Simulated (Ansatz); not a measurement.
# C₁₀H₁₀F₂Ti: one species, many methods

An exercise on one series of results from a longer session: the logs are not shown, and one member is left open.

Computed with Ansatz 0.2.0, Gaussian basis. Level: functionals in def2-TZVPP, the program's frozen cores in correlated methods.

Plan: LDA (SPW92), PBE-D4, revPBE-D4, BLYP-D4, r2SCAN-D4, B97M-V, PBE0-D4, B3LYP-D4, r2SCANh-D4, r2SCAN0-D4, HSE06-D4, BHLYP-D4, CAM-B3LYP-D4, LC-ωPBE, ωB97X-V, ωB97M-V, B2PLYP, PBE-QIDH; CCSD(T)/def2-SVP; CCSD(T)/def2-TZVPP; MP2/def2-QZVPP; extrapolation to the limit; RPA on PBE.

### The geometry

The geometry comes from an earlier relaxation with PBE0-D4 in a triple-zeta def2 set; it is a stationary point, not always the lowest conformer.

SMILES `[F][Ti]12345678([F])([C@H]9[C@@H]1[C@@H]2[C@@H]3[C@H]94)[C@H]1[C@@H]5[C@@H]6[C@@H]7[C@H]18`, 23 atoms, charge 0, spin multiplicity 1.

Atoms are counted from 1 here; the program's logs count them from 0.

Bond lengths: F1–Ti2 1.819 Å, Ti2–F3 1.819 Å, Ti2–C4 2.415 Å, Ti2–C5 2.378 Å, Ti2–C6 2.387 Å, Ti2–C7 2.396 Å, Ti2–C8 2.406 Å, Ti2–C9 2.387 Å, Ti2–C10 2.396 Å, Ti2–C11 2.406 Å, Ti2–C12 2.414 Å, Ti2–C13 2.378 Å, C4–C5 1.407 Å, C4–C8 1.402 Å, C4–H14 1.078 Å, C5–C6 1.418 Å, C5–H15 1.079 Å, C6–C7 1.402 Å and more. Angles: F1–Ti2–F3 98.9°, F1–Ti2–C4 76.2°, F1–Ti2–C5 97.0°, F1–Ti2–C6 130.5°, F1–Ti2–C7 126.9°, F1–Ti2–C8 92.8°, F1–Ti2–C9 111.0°, F1–Ti2–C10 80.0°, F1–Ti2–C11 81.1°, F1–Ti2–C12 112.7°, F1–Ti2–C13 135.3°, F3–Ti2–C4 112.2°, F3–Ti2–C5 135.3°, F3–Ti2–C6 111.5°, F3–Ti2–C7 80.3°, F3–Ti2–C8 80.9°, F3–Ti2–C9 130.8°, F3–Ti2–C10 126.5° and more.

Coordinates:

```mol
C10H10F2Ti
  3D, bonds by distance, orders not assigned

 23 32  0  0  0  0  0  0  0  0999 V2000
    0.6737   -0.5263   -2.1094 F   0  0
    0.2814   -0.4468   -0.3346 Ti  0  0
    0.9548   -2.0587    0.1735 F   0  0
   -1.8785   -0.6515   -1.3950 C   0  0
   -1.8971    0.4806   -0.5598 C   0  0
   -1.7754    0.0306    0.7794 C   0  0
   -1.6441   -1.3650    0.7556 C   0  0
   -1.7007   -1.7866   -0.5923 C   0  0
    0.6639    1.7453    0.5289 C   0  0
    1.5068    1.5974   -0.5813 C   0  0
    2.4515    0.5898   -0.2825 C   0  0
    2.1977    0.1285    1.0168 C   0  0
    1.0771    0.8158    1.5173 C   0  0
   -1.8853   -0.6371   -2.4734 H   0  0
   -2.0018    1.5052   -0.8828 H   0  0
   -1.7735    0.6533    1.6602 H   0  0
   -1.4653   -2.0022    1.6083 H   0  0
   -1.5538   -2.7963   -0.9431 H   0  0
   -0.1595    2.4371    0.6128 H   0  0
    1.4123    2.1120   -1.5254 H   0  0
    3.1877    0.1943   -0.9649 H   0  0
    2.7023   -0.6901    1.5050 H   0  0
    0.6257    0.6706    2.4869 H   0  0
  1  2  8  0
  2  3  8  0
  2  4  8  0
  4  5  8  0
  5  6  8  0
  6  7  8  0
  7  8  8  0
  2  9  8  0
  9 10  8  0
 10 11  8  0
 11 12  8  0
 12 13  8  0
  4 14  8  0
  5 15  8  0
  6 16  8  0
  7 17  8  0
  8 18  8  0
  9 19  8  0
 10 20  8  0
 11 21  8  0
 12 22  8  0
 13 23  8  0
  2  5  8  0
  9 13  8  0
  2  6  8  0
  2  7  8  0
  2  8  8  0
  2 10  8  0
  2 11  8  0
  2 12  8  0
  2 13  8  0
  4  8  8  0
M  END
```

Set-up of the first run:

File in.yaml:

```yaml
crystal:
  periodic: [false, false, false]
  atoms:
    - {symbol: F, position_ang: [0.673745, -0.526271, -2.109410]}
    - {symbol: Ti, position_ang: [0.281378, -0.446770, -0.334609]}
    - {symbol: F, position_ang: [0.954805, -2.058707, 0.173497]}
    - {symbol: C, position_ang: [-1.878454, -0.651525, -1.395018]}
    - {symbol: C, position_ang: [-1.897075, 0.480558, -0.559836]}
    - {symbol: C, position_ang: [-1.775352, 0.030592, 0.779366]}
    - {symbol: C, position_ang: [-1.644122, -1.364960, 0.755600]}
    - {symbol: C, position_ang: [-1.700659, -1.786645, -0.592279]}
    - {symbol: C, position_ang: [0.663919, 1.745322, 0.528907]}
    - {symbol: C, position_ang: [1.506778, 1.597438, -0.581333]}
    - {symbol: C, position_ang: [2.451537, 0.589816, -0.282510]}
    - {symbol: C, position_ang: [2.197665, 0.128543, 1.016784]}
    - {symbol: C, position_ang: [1.077106, 0.815822, 1.517272]}
    - {symbol: H, position_ang: [-1.885252, -0.637136, -2.473380]}
    - {symbol: H, position_ang: [-2.001830, 1.505177, -0.882817]}
    - {symbol: H, position_ang: [-1.773452, 0.653309, 1.660186]}
    - {symbol: H, position_ang: [-1.465348, -2.002164, 1.608257]}
    - {symbol: H, position_ang: [-1.553822, -2.796302, -0.943105]}
    - {symbol: H, position_ang: [-0.159499, 2.437056, 0.612846]}
    - {symbol: H, position_ang: [1.412293, 2.111994, -1.525368]}
    - {symbol: H, position_ang: [3.187657, 0.194346, -0.964950]}
    - {symbol: H, position_ang: [2.702274, -0.690080, 1.504992]}
    - {symbol: H, position_ang: [0.625716, 0.670598, 2.486908]}
basis:
  gaussian: {orbitals: def2-TZVPP}
hamiltonian: {xc: lda}
output: {orbitals: {seedname: orbitals}}
```

Started as:

```sh
$ ansatz run in.yaml --threads 11 --pin off --events-out ev --progress --plain --max-ram 174080MiB --backend cuda --devices 0, --max-vram 75GiB
```

Steps of the session up to this table: LDA; PBE-D4 (GGA); revPBE-D4 (GGA); BLYP-D4 (GGA); r2SCAN-D4 (meta-GGA); B97M-V (meta-GGA); B3LYP-D4 (hybrid); r2SCANh-D4 (hybrid); r2SCAN0-D4 (hybrid); HSE06-D4 (hybrid); BHLYP-D4 (hybrid); CAM-B3LYP-D4 (range-separated); LC-ωPBE (range-separated); ωB97X-V (range-separated); ωB97M-V (range-separated); B2PLYP (double hybrid); PBE-QIDH (double hybrid).

One of the session's tables, all rows but one given; the rest of the session is left out.

It belongs to the step «Frontier levels by functional». 

```
  functional  HOMO (eV)  LUMO (eV)  gap (eV)
 LDA (SPW92)      -5.93      -2.97      2.95
      PBE-D4      -5.71      -2.68      3.03
   revPBE-D4      -5.63      -2.58      3.05
     BLYP-D4          ?          ?         ?
   r2SCAN-D4      -5.89      -2.59      3.29
      B97M-V      -5.92      -2.57      3.35
     PBE0-D4      -6.73      -1.61      5.12
    B3LYP-D4      -6.52      -1.89      4.63
  r2SCANh-D4      -6.27      -2.18      4.10
  r2SCAN0-D4      -6.85      -1.55      5.30
    HSE06-D4      -6.34      -1.99      4.35
    BHLYP-D4      -7.56      -0.39      7.17
CAM-B3LYP-D4      -7.93      -0.50      7.42
     LC-ωPBE      -9.16       0.62      9.78
     ωB97X-V      -8.84       0.61      9.45
     ωB97M-V      -8.77       0.58      9.35
```

**Question.** Estimate the row for BLYP-D4.

Worked estimate for «HOMO (eV)». Against the share of exact exchange, B3LYP-D4 (0.2, -6.52), BHLYP-D4 (0.5, -7.56) give a slope of -3.47 per unit share; at 0 the line stands at -5.83.

As computed: HOMO (eV): -5.54; LUMO (eV): -2.58; gap (eV): 2.97. In «HOMO (eV)» the line misses by -0.29.
